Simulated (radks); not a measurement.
**Co⁺ in [Ne] 3s1 3p6 3d8 4p1: an all-electron calculation**

One table from this session's results is given with a row withheld; the runs are named, their logs left out.

Method: scalar-relativistic Kohn-Sham, PBE, spin-polarised, spherical densities, finite nucleus; open shells are filled with parallel spins first. Code: radks (a radial shooting solver on a logarithmic mesh, Libxc functionals) version 1.

## Starting point

```
element            : cobalt (Z = 27)
charge             : +1
electrons          : 26
configuration      : [Ne] 3s1 3p6 3d8 4p1
nuclear rms radius : 3.7875 fm
```

Outer shells as boxes (Hund's rule):

Co⁺
```
[Ne] core
3s [↑ ]
3p [↑↓][↑↓][↑↓]
3d [↑↓][↑↓][↑↓][↑ ][↑ ]
4p [↑ ][  ][  ]
```

Set-up of the first run:

The run's settings:

```text
Z 27
configuration [Ne] 3s1 3p6 3d8 4p1
relativity scalar-relativistic
functional pbe,pbe
spin polarised
nucleus finite rms 3.7875 fm
c 137.035999084
```

One of the session's tables, all rows but one given; the rest of the session is left out.

It belongs to the step «Shells». From the orbitals of this run (lengths in bohr):

```
  level      <r>  outermost maximum (interpolated)  90 % within  nodes
  1s up  0.05618                            0.0368        0.100      0
1s down  0.05619                            0.0368        0.100      0
  2s up   0.2555                             0.213        0.396      1
2s down   0.2553                             0.213        0.395      1
  2p up   0.2249                             0.172        0.368      0
2p down   0.2247                             0.172        0.368      0
  3s up   0.7708                             0.668         1.15      2
3s down   0.7747                             0.669         1.16      2
  3p up   0.8107                             0.677         1.25      1
3p down   0.8170                             0.679         1.26      1
  3d up        ?                                 ?            ?      ?
3d down    1.042                             0.670         1.82      0
  4p up    3.209                              2.67         4.86      2
4p down    3.239                              2.71         4.89      2
```

Q: Estimate the row for 3d up from the others.

As computed: <r>: 1.003; outermost maximum (interpolated): 0.662; 90 % within: 1.73; nodes: 0. In the column «<r>» it lies between 3p down (0.8170) and 3d down (1.042).
